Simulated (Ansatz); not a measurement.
Run this with Ansatz's Python interface and show what comes out.

Script `vcrelax.py`:
```python
"""Relax cell and ions of BaAu2."""

from pathlib import Path
import json
import warnings

import ansatz as az
from ase import Atoms
from ase.data import atomic_numbers
from ase.neighborlist import neighbor_list
import numpy as np
import pandas as pd
import spglib

FUNCTIONAL = "PBEsol"
K_SPACING = 0.29
FILLING = "fermi_dirac"

def edges_and_angles(cell):
    cell = np.asarray(cell)
    a, b, c = np.linalg.norm(cell, axis=1)
    cosines = cell[1] @ cell[2] / (b * c), cell[0] @ cell[2] / (a * c), cell[0] @ cell[1] / (a * b)
    return (a, b, c, *np.degrees(np.arccos(cosines)))

warnings.simplefilter("ignore", az.DeckWarning)

lattice = az.Lattice.of(
    (4.804, 0.0, 0.0),
    (-2.402, 4.16039, 0.0),
    (0.0, 0.0, 4.119),
)
sites = [
    ("Ba", (0.0, 0.0, 0.0)),
    ("Au", (1 / 3, 2 / 3, 0.5)),
    ("Au", (2 / 3, 1 / 3, 0.5)),
]
system = az.Crystal(lattice=lattice)
for symbol, position in sites:
    system = system.atom(symbol, position)

# only the volume may change
setup = (
    system.calculation()
    .functional(FUNCTIONAL)
    .kpoints(spacing=K_SPACING)
    .occupations(FILLING)
    .relax(fix_cell=["shape"])
    .density()
    .potential()
    .electron_localization_function()
    .output_files(volumetric_format="npy")
    .bader_charges()
)
out = setup.run(threads=1, pin="off", events_out="events.ndjson")
with open("events.ndjson") as stream:
    events = [json.loads(line) for line in stream]
steps = [e["data"] for e in events if e["event"] == "relax_step"]
report = out.report
for s in steps:
    flag = "" if s["accepted"] else "  (rejected)"
    print("step %2d  E = %.5f eV  largest force component = %.4f eV/A%s" % (s["step"], s["lagrangian_ev"], s["allowed_force_max_ev_ang"], flag))

first, last = steps[0], steps[-1]
symbols = [site.symbol for site in out.lattice.sites]
print(f"energy gained {first['lagrangian_ev'] - last['lagrangian_ev']:.4f} eV in {len(steps) - 1} steps")
for label, vectors in (("before", first["cell_ang"]), ("after", out.lattice.cell_ang)):
    print(label, "a b c (A) {:.4f} {:.4f} {:.4f}  angles {:.2f} {:.2f} {:.2f}".format(*edges_and_angles(vectors)), f" V = {abs(np.linalg.det(vectors)):.3f} A^3")
print("final stress xx yy zz (GPa, compression positive):", np.round(np.diag(report["stress_gpa"]), 3) + 0.0)

fractions = [site.position_frac for site in out.lattice.sites]
numbers = [atomic_numbers[s] for s in symbols]
for tolerance in (1e-3, 1e-2, 1e-1):
    print(f"space group at {tolerance} A:", spglib.get_spacegroup((out.lattice.cell_ang, fractions, numbers), symprec=tolerance))

final = Atoms(symbols, positions=last["positions_ang"], cell=out.lattice.cell_ang, pbc=True)
i, j, d = neighbor_list("ijd", final, 4.5)
print("neighbours within 1.2 times the shortest distance of each atom (A)")
for atom in range(len(final)):
    near = [m for m in np.argsort(d) if i[m] == atom]
    shell = [m for m in near if d[m] < 1.2 * d[near[0]]]
    print(f"{symbols[atom]}{atom} ({len(shell)}):", ", ".join(f"{symbols[j[m]]} {d[m]:.3f}" for m in shell))

print(f"free energy      {report['free_energy_ev']:.5f} eV")
print(f"per atom         {report['free_energy_ev'] / len(out.lattice.sites):.5f} eV")
print(f"SCF iterations   {report['n_iterations']}  (converged: {report['converged']})")

folder = Path(out.write_results("fields"))
print("densities in e/A^3, potentials in eV, ELF without unit")
for name in sorted(p.name for p in folder.glob("*.npy")):
    field = np.load(folder / name)
    print(f"{name:16s} {str(field.shape):16s} min {field.min():10.4f}  mean {field.mean():10.4f}  max {field.max():10.4f}")

basins = out.bader_charges()
frame = pd.DataFrame([(a.symbol, a.partial_charge_e, a.basin.volume_ang3) for a in basins.atoms], columns=["atom", "charge (e)", "volume (A^3)"])
print(frame.round(3).to_string())
print("sum of charges", round(frame["charge (e)"].sum(), 4), " sum of volumes", round(frame["volume (A^3)"].sum(), 3))
```

```console
$ python vcrelax.py
step  1  E = -31878.85395 eV  largest force component = 0.0000 eV/A
step  2  E = -31878.85607 eV  largest force component = 0.0000 eV/A
step  3  E = -31878.85639 eV  largest force component = 0.0000 eV/A
step  4  E = -31878.85626 eV  largest force component = 0.0000 eV/A
energy gained 0.0023 eV in 3 steps
before a b c (A) 4.8040 4.8040 4.1190  angles 90.00 90.00 120.00  V = 82.324 A^3
after a b c (A) 4.7844 4.7844 4.1022  angles 90.00 90.00 120.00  V = 81.323 A^3
final stress xx yy zz (GPa, compression positive): [-0.275 -0.275  0.53 ]
space group at 0.001 A: P6/mmm (191)
space group at 0.01 A: P6/mmm (191)
space group at 0.1 A: P6/mmm (191)
neighbours within 1.2 times the shortest distance of each atom (A)
Ba0 (14): Au 3.441, Au 3.441, Au 3.441, Au 3.441, Au 3.441, Au 3.441, Au 3.441, Au 3.441, Au 3.441, Au 3.441, Au 3.441, Au 3.441, Ba 4.102, Ba 4.102
Au1 (3): Au 2.762, Au 2.762, Au 2.762
Au2 (3): Au 2.762, Au 2.762, Au 2.762
free energy      -31878.85626 eV
per atom         -10626.28542 eV
SCF iterations   6  (converged: True)
densities in e/A^3, potentials in eV, ELF without unit
elf.npy          (32, 32, 30)     min     0.0000  mean     0.2837  max     0.8774
rho.npy          (32, 32, 30)     min     0.0349  mean     0.5902  max    14.8056
v_es.npy         (32, 32, 30)     min   -38.2837  mean     7.2168  max    16.2891
v_tot.npy        (32, 32, 30)     min   -66.9621  mean    -3.3399  max     9.7852
  atom  charge (e)  volume (A^3)
0   Ba       1.304        25.516
1   Au      -0.652        27.903
2   Au      -0.652        27.903
sum of charges 0.0  sum of volumes 81.323
```

Reading the output:
- Absolute energies stand on the zero of these potentials, so only differences at equal settings mean something.
- Forces vanish by symmetry, so the ions can't move, and the end may be a saddle.
- The mesh is modest for a metal, so energies can be off by several to tens of meV an atom and pressures by half a GPa or more; differences at equal mesh fare better.
- Energies along a relaxation are free energies. Rows at an unchanged volume are solved on a plane-wave basis chosen afresh for that cell, so the energy jumps there and such rows are no steps of the walk.
- Bader volumes count only the part of each basin above a small density, so their sum can fall short of the cell.
- Spin-orbit coupling, which matters for elements this heavy, is left out.
- Grid values close to the nuclei reflect the PAW or pseudopotential construction, not the all-electron fields.
- The structure is a deposited one; some such entries were measured under pressure or heat, so a shift against it needn't be the functional's error alone.
- It ran for 14 s on 1 thread of AMD EPYC 9R45 96-Core Processor (Zen 5), with other jobs on the host, peak memory 0.58 GiB.
